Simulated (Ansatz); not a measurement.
# Cl2HInO: taking an electron away

The task here is to estimate one member of a computed series from the others.

Program: Ansatz 0.2.0, Gaussian basis. Level of theory: unrestricted cation, the program's frozen cores in correlated methods. These are calculated values, not measurements.

Levels to be run: UKS PBE-D4/def2-TZVPP; UKS r2SCAN-D4/def2-TZVPP; UKS PBE0-D4/def2-TZVPP; UKS B3LYP-D4/def2-TZVPP; UKS wB97X-V/def2-TZVPP; UKS wB97M-V/def2-TZVPP; UKS B2PLYP/def2-TZVPP; UHF-CCSD(T)/def2-TZVPP; UHF-CCSD(T)/def2-QZVPP; extrapolation to the limit; then −ε(HOMO) from the neutral's earlier runs with LDA (SPW92), PBE-D4, revPBE-D4, BLYP-D4, r2SCAN-D4, B97M-V, PBE0-D4, B3LYP-D4, r2SCANh-D4, r2SCAN0-D4, HSE06-D4, BHLYP-D4, CAM-B3LYP-D4, LC-ωPBE, ωB97X-V, ωB97M-V.

## Structure used throughout

All runs share one geometry, relaxed beforehand with PBE0-D4 in a triple-zeta def2 set. In takes the def2 core potential; no spin-orbit term is included.

SMILES `[OH][In]([Cl])[Cl]`, 5 atoms, charge 0, spin multiplicity 1.

Atoms are counted from 1 here; the program's logs count them from 0.

Bond lengths: O1–In2 1.961 Å, O1–H5 0.962 Å, In2–Cl3 2.307 Å, In2–Cl4 2.290 Å. Angles: In2–O1–H5 111.7°, O1–In2–Cl3 119.6°, O1–In2–Cl4 119.8°, Cl3–In2–Cl4 120.6°.

Coordinates:

```
O    -0.3478    1.5102   -0.1372
In   -0.0879   -0.4329   -0.1008
Cl    1.7226   -1.3206    1.0199
Cl   -1.5806   -1.8016   -1.1706
H     0.3436    1.9712    0.3472
```

The first run:

Input file in.yaml:

```yaml
crystal:
  periodic: [false, false, false]
  atoms:
    - {symbol: O, position_ang: [-0.347781, 1.510225, -0.137209]}
    - {symbol: In, position_ang: [-0.087867, -0.432873, -0.100810]}
    - {symbol: Cl, position_ang: [1.722607, -1.320577, 1.019928]}
    - {symbol: Cl, position_ang: [-1.580642, -1.801637, -1.170588]}
    - {symbol: H, position_ang: [0.343583, 1.971162, 0.347179]}
basis:
  gaussian: {orbitals: def2-TZVPP}
total_charge: 1
magnetization: {spin_polarized: true, initial_magnetization: 1}
hamiltonian: {xc: pbe, dispersion: d4}
```

On the command line:

```
> ansatz run in.yaml --threads 2 --pin off --events-out ev --progress --plain --max-ram 31744MiB --backend cpu
```

Steps of the session up to this table: Cation, UKS PBE-D4/def2-TZVPP; Cation, UKS r2SCAN-D4/def2-TZVPP; Cation, UKS PBE0-D4/def2-TZVPP; Cation, UKS B3LYP-D4/def2-TZVPP; Cation, UKS wB97X-V/def2-TZVPP; Cation, UKS wB97M-V/def2-TZVPP; Cation, UKS B2PLYP (frozen core)/def2-TZVPP; Cation, UHF-CCSD(T)/def2-TZVPP; Cation, UHF-CCSD(T)/def2-QZVPP.

One of the session's tables, all rows but one given; the rest of the session is left out.

Orbital estimates, from the neutral's runs:

```
  functional  −ε(HOMO) (eV)
 LDA (SPW92)           7.87
      PBE-D4           7.64
   revPBE-D4           7.56
     BLYP-D4           7.53
   r2SCAN-D4           8.02
      B97M-V           8.07
     PBE0-D4           9.24
    B3LYP-D4              ?
  r2SCANh-D4           8.63
  r2SCAN0-D4           9.49
    HSE06-D4           8.84
    BHLYP-D4          10.55
CAM-B3LYP-D4          10.63
     LC-ωPBE          12.03
     ωB97X-V          11.65
     ωB97M-V          11.51
```

Q: Estimate the row for B3LYP-D4 from the others.

Worked estimate for «−ε(HOMO) (eV)». Against the share of exact exchange, BLYP-D4 (0, 7.53), BHLYP-D4 (0.5, 10.55) give a slope of 6.04 per unit share; at 0.2 the line stands at 8.74.

**Answer.** −ε(HOMO) (eV): 8.96. In «−ε(HOMO) (eV)» the line misses by -0.22.
